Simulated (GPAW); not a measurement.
Crystal: IrPt3.

```
Pt Ir
1.0
     3.95125    0.00000    0.00000
     0.00000    3.95125    0.00000
     0.00000    0.00000    3.95125
Pt Ir
3 1
Direct
  0.50000 0.50000 0.00000
  0.50000 0.00000 0.50000
  0.00000 0.50000 0.50000
  0.00000 0.00000 0.00000
```

The cell comes from a database or a generator and needn't be the stable form of this composition.

| Item | Value |
| --- | --- |
| Program | GPAW 26.7.0 |
| Task | relaxation of cell and atoms |
| Functional | PBEsol |
| Dispersion | D3 |
| Potentials or basis | PAW data sets generated in the run's folder for this functional |
| Cutoff | 600 eV |
| Basis | pw |
| k mesh | 6 × 6 × 6 |
| Occupations | fermi-dirac, width 0.05 eV |
| Spin | no spin polarisation |

At the start: pressure -19.1 GPa; volume 15.42 Å³/atom.

Problem. Where does the relaxation end?

Solution. Over 4 steps the energy falls by 66.9 meV/atom and the volume is 14.39 Å³/atom (-6.7 %); space group Pm-3m (No. 221, to 0.05 Å).

Step by step:
```
step  energy change (eV)  largest force (eV/Å)  pressure (GPa)  volume (Å³)
   1              0.0000                0.0000          -19.13        61.69
   2             -0.1269                0.0000          -14.47        60.48
   3             -0.2650                0.0000            2.18        57.16
   4             -0.2676                0.0000           -0.18        57.56
```

Final structure:
```yaml
crystal:
  lattice:
    - [3.86114, 0.00000, 0.00000]
    - [0.00000, 3.86114, 0.00000]
    - [0.00000, 0.00000, 3.86114]
  atoms:
    - { symbol: Pt, position: [0.50000, 0.50000, 0.00000] }
    - { symbol: Pt, position: [0.50000, 0.00000, 0.50000] }
    - { symbol: Pt, position: [0.00000, 0.50000, 0.50000] }
    - { symbol: Ir, position: [0.00000, 0.00000, 0.00000] }
```

Caveat: later steps reuse the first step's grids; pairwise dispersion overbinds metals, which lowers pressure and volume.
